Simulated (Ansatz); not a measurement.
**C₅H₄N₂: up Jacob's ladder to CCSD(T)**

The task here is to estimate one member of a computed series from the others.

The runs use Ansatz 0.2.0, Gaussian basis; functionals in def2-TZVPP, the program's frozen cores in correlated methods.

The runs, in order: LDA (SPW92), PBE-D4, revPBE-D4, BLYP-D4, r2SCAN-D4, B97M-V, PBE0-D4, B3LYP-D4, r2SCANh-D4, r2SCAN0-D4, HSE06-D4, BHLYP-D4, CAM-B3LYP-D4, LC-ωPBE, ωB97X-V, ωB97M-V, B2PLYP, PBE-QIDH; CCSD(T)/def2-SVP; CCSD(T)/def2-TZVPP; MP2/def2-QZVPP; extrapolation to the limit; RPA on PBE.

## Structure used throughout

The geometry comes from an earlier relaxation with PBE0-D4 in a triple-zeta def2 set; it is a stationary point, not always the lowest conformer.

SMILES `N#Cc1ccc[nH]1`, 11 atoms, charge 0, spin multiplicity 1.

Atoms are counted from 1 here; the program's logs count them from 0.

Bond lengths: N1–C2 1.154 Å, C2–C3 1.408 Å, C3–C4 1.380 Å, C3–N7 1.371 Å, C4–C5 1.407 Å, C4–H8 1.078 Å, C5–C6 1.376 Å, C5–H9 1.078 Å, C6–N7 1.354 Å, C6–H10 1.078 Å, N7–H11 1.005 Å. Angles: N1–C2–C3 179.5°, C2–C3–C4 130.5°, C2–C3–N7 121.8°, C4–C3–N7 107.7°, C3–C4–C5 107.1°, C3–C4–H8 125.2°, C5–C4–H8 127.7°, C4–C5–C6 107.4°, C4–C5–H9 126.8°, C6–C5–H9 125.8°, C5–C6–N7 108.2°, C5–C6–H10 130.6°, N7–C6–H10 121.1°, C3–N7–C6 109.5°, C3–N7–H11 124.5°, C6–N7–H11 126.0°.

The first run:

The input, in.yaml:

```yaml
crystal:
  periodic: [false, false, false]
  atoms:
    - {symbol: N, position_ang: [1.335108, -3.046194, 0.509580]}
    - {symbol: C, position_ang: [0.846780, -2.011566, 0.361196]}
    - {symbol: C, position_ang: [0.259977, -0.745396, 0.172262]}
    - {symbol: C, position_ang: [-0.894792, -0.204538, 0.700663]}
    - {symbol: C, position_ang: [-1.017258, 1.097249, 0.182372]}
    - {symbol: C, position_ang: [0.061172, 1.314876, -0.644386]}
    - {symbol: N, position_ang: [0.826335, 0.198256, -0.644575]}
    - {symbol: H, position_ang: [-1.560989, -0.708569, 1.382020]}
    - {symbol: H, position_ang: [-1.806054, 1.802669, 0.388177]}
    - {symbol: H, position_ang: [0.335662, 2.178783, -1.227874]}
    - {symbol: H, position_ang: [1.679359, 0.067529, -1.158834]}
basis:
  gaussian: {orbitals: def2-TZVPP}
hamiltonian: {xc: lda}
output: {orbitals: {seedname: orbitals}}
```

Command:

```console
$ ansatz run in.yaml --threads 4 --pin off --events-out ev --progress --plain --max-ram 10444MiB
```

Steps of the session up to this table: LDA; PBE-D4 (GGA); revPBE-D4 (GGA); BLYP-D4 (GGA); r2SCAN-D4 (meta-GGA); B97M-V (meta-GGA); B3LYP-D4 (hybrid); r2SCANh-D4 (hybrid); r2SCAN0-D4 (hybrid); HSE06-D4 (hybrid); BHLYP-D4 (hybrid); CAM-B3LYP-D4 (range-separated); LC-ωPBE (range-separated); ωB97X-V (range-separated); ωB97M-V (range-separated); B2PLYP (double hybrid); PBE-QIDH (double hybrid).

One of the session's tables, all rows but one given; the rest of the session is left out.

It belongs to the step «Frontier levels by functional». 

| functional | HOMO (eV) | gap (eV) |
| --- | --- | --- |
| LDA (SPW92) | -6.15 | 4.25 |
| PBE-D4 | -5.93 | 4.26 |
| revPBE-D4 | -5.85 | 4.27 |
| BLYP-D4 | -5.75 | 4.22 |
| r2SCAN-D4 | -6.09 | 4.55 |
| B97M-V | -6.03 | 4.59 |
| PBE0-D4 | -6.91 | 6.12 |
| B3LYP-D4 | -6.71 | 5.71 |
| r2SCANh-D4 | -6.47 | 5.25 |
| r2SCAN0-D4 | ? | ? |
| HSE06-D4 | -6.52 | 5.36 |
| BHLYP-D4 | -7.73 | 7.95 |
| CAM-B3LYP-D4 | -8.12 | 8.41 |
| LC-ωPBE | -9.40 | 10.74 |
| ωB97X-V | -9.03 | 10.36 |
| ωB97M-V | -8.95 | 10.23 |

**Question.** Estimate the row for r2SCAN0-D4.

Worked estimate for «HOMO (eV)». Against the share of exact exchange, r2SCAN-D4 (0, -6.09), r2SCANh-D4 (0.1, -6.47) give a slope of -3.80 per unit share; at 0.25 the line stands at -7.04.

As computed: HOMO (eV): -7.03; gap (eV): 6.30. In «HOMO (eV)» the line misses by -0.01.
